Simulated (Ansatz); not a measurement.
C₃H₆Cl, SMILES C[CH]CCl: an atomisation energy, run with Ansatz's Python interface.

The script, `run_tae.py`:
```python
from collections import Counter

import ansatz as az


def single_point(molecule, charge=0, unpaired=0):
    calc = molecule.calculation().basis(gaussian="def2-SVPD").functional("hf").scf(lower_state_search="light")
    if charge:
        calc = calc.charge(charge)
    if unpaired:
        calc = calc.spin("collinear", total=unpaired)
    return calc.run(threads=1).report["free_energy_ev"]


def main() -> None:
    geometry_ang = [
        ("C", [-1.2544, -0.209, -0.225]),
        ("C", [0.0311, -0.58, 0.5073]),
        ("C", [1.2653, 0.0936, -0.0897]),
        ("Cl", [1.2713, 1.8454, 0.2475]),
        ("H", [-1.1732, -0.4736, -1.3003]),
        ("H", [-2.1013, -0.7752, 0.2151]),
        ("H", [-1.4618, 0.8772, -0.1249]),
        ("H", [-0.0561, -0.349, 1.5909]),
        ("H", [2.1727, -0.3545, 0.3656]),
        ("H", [1.3064, -0.0749, -1.1865]),
    ]
    geometry = az.Crystal.molecule()
    for symbol, xyz in geometry_ang:
        geometry = geometry.atom(symbol, xyz)

    unpaired = {"C": 2, "Cl": 1, "H": 1}
    counts = Counter(site.symbol for site in geometry.cartesian_sites)
    atom_energy = {s: single_point(az.Crystal.molecule().atom(s, (0, 0, 0)), 0, unpaired[s]) for s in counts}
    whole = single_point(geometry, 0, 1)
    for s, e in atom_energy.items():
        print(f"{s:2s} x{counts[s]}  {e:14.5f} eV")
    print(f"C3H6Cl: {whole:.5f} eV")
    split = sum(counts[s] * e for s, e in atom_energy.items()) - whole
    print(f"atomisation energy (no zero-point term): {23.060548 * split:.1f} kcal/mol, {split / sum(counts.values()):.3f} eV an atom")


if __name__ == "__main__":
    main()
```

What does it cost to take this molecule apart into atoms?

668.5 kcal/mol from the electronic energies, without the zero-point term.

The output:

```console
$ python run_tae.py
C  x3     -1024.40679 eV
Cl x1    -12498.90258 eV
H  x6       -13.58606 eV
C3H6Cl: -15682.62751 eV
atomisation energy (no zero-point term): 668.5 kcal/mol, 2.899 eV an atom
```

Reading the output:
- These settings explore the input space; basis and method may be short of convergence.
- The geometry is a force-field or estimated start, not a minimum of this method, and the basis set is short of its limit. All parts are taken at fixed geometry, without zero-point energy.
- The species is open-shell (spin multiplicity 2).
- Hartree-Fock leaves correlation out, so bond, atomisation and ionisation energies come out well too low.
- Finished in 3.7 s on 1 thread of Arm Neoverse V1, on a shared host, peak memory 0.38 GiB.

(Lines on the test bed's own set-up are left out of the output.)
